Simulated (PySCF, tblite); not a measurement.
**C₄H₅F₃O₂− (doublet): geometry, infrared bands and EPR parameters**

Wanted: the infrared bands and EPR parameters of C₄H₅F₃O₂− (doublet) (`C[C]([O-])COC(F)(F)F`), by calculation.

Computed with tblite 0.8.0 and PySCF 2.14.0, with density-fitted response routines of our own, on a single molecule in the gas phase. Atoms are numbered from 0 throughout.

### 1 The molecule as given

14 atoms, charge -1, multiplicity 2; geometry from: force field or distance geometry start.

Bonds of the start (Å): C0–C1 1.49, C1–O2 1.39, C1–C3 1.53, C3–O4 1.40, O4–C5 1.40, C5–F6 1.39, C5–F7 1.39, C5–F8 1.38, C0–H9 1.11, C0–H10 1.13, C0–H11 1.12, C3–H12 1.13, C3–H13 1.09.

### 2 Optimising the geometry with GFN2-xTB

What the job is given:

```
{"job": {"kind": "relax", "xc": "GFN2-xTB", "basis": "xTB"}, "charge": -1, "multiplicity": 2}
C     -1.863400     0.097700    -0.831700
C     -0.615000    -0.462800    -0.250600
O     -0.773900    -1.682900     0.398100
C     -0.026000     0.598200     0.680000
O      1.134400     0.036200     1.223400
C      2.067700    -0.295700     0.240800
F      3.154900    -0.823000     0.929400
F      1.593600    -1.304400    -0.583400
F      2.428300     0.757400    -0.572500
H     -2.607500    -0.711400    -0.971400
H     -1.585100     0.589600    -1.808700
H     -2.266100     0.877800    -0.133400
H     -0.780700     0.785200     1.505200
H      0.138200     1.537600     0.152500
```

Started as:

```console
$ OMP_NUM_THREADS=1 python probes_run.py task.json out
```

This one command runs all jobs of the session in turn.

**Question.** This job is followed by: GFN2-xTB harmonic vibrations, gas phase; UKS B3LYP, pcH-1 on C F H O, non-relativistic, mean-field spin-orbit, GIAO. Predict these results of the whole session: strongest single infrared mode (GFN2-xTB); zero-point energy (GFN2-xTB); g(iso) (B3LYP); ⟨S²⟩; largest a(iso).

**Answer**, as computed:

| quantity | value |
| --- | --- |
| strongest single infrared mode (GFN2-xTB) | 1555 cm⁻¹, 1462 km/mol |
| zero-point energy (GFN2-xTB) | 54.0 kcal/mol |
| g(iso) (B3LYP) | 2.00421 |
| ⟨S²⟩ | 0.759 (exact 0.75) |
| largest a(iso) | 17O on O4, -101.5 MHz |

What this shows: Over 147 steps the energy fell by 2.874 eV; of the close pairs, C3–O4 changed most, 1.399 to 2.227 Å. The frame itself reshapes: C3···O4 goes from 1.40 to 2.23 Å. No mode is imaginary among the 36: a minimum at this level. The strongest single mode, at 1555 cm⁻¹, moves mainly C5 and O4. GFN2-xTB is a fitted tight-binding method: band positions and strengths are rough. Its intensities can rank the bands wrongly. The structure rearranged or came apart on optimisation; the results belong to the end geometry, not to the formula as drawn. The largest share of the spin, 0.70 e, sits on C3. The isotropic g lies 1.9 ppt above the free-electron value. The records flag this anion as possibly unbound in the gas phase, so the basis may hold the extra electron. These values are for one conformer; the search (at its own cheap level) found 2 more, at 0.06, 0.83 kcal/mol, and measured spectra average over such forms.
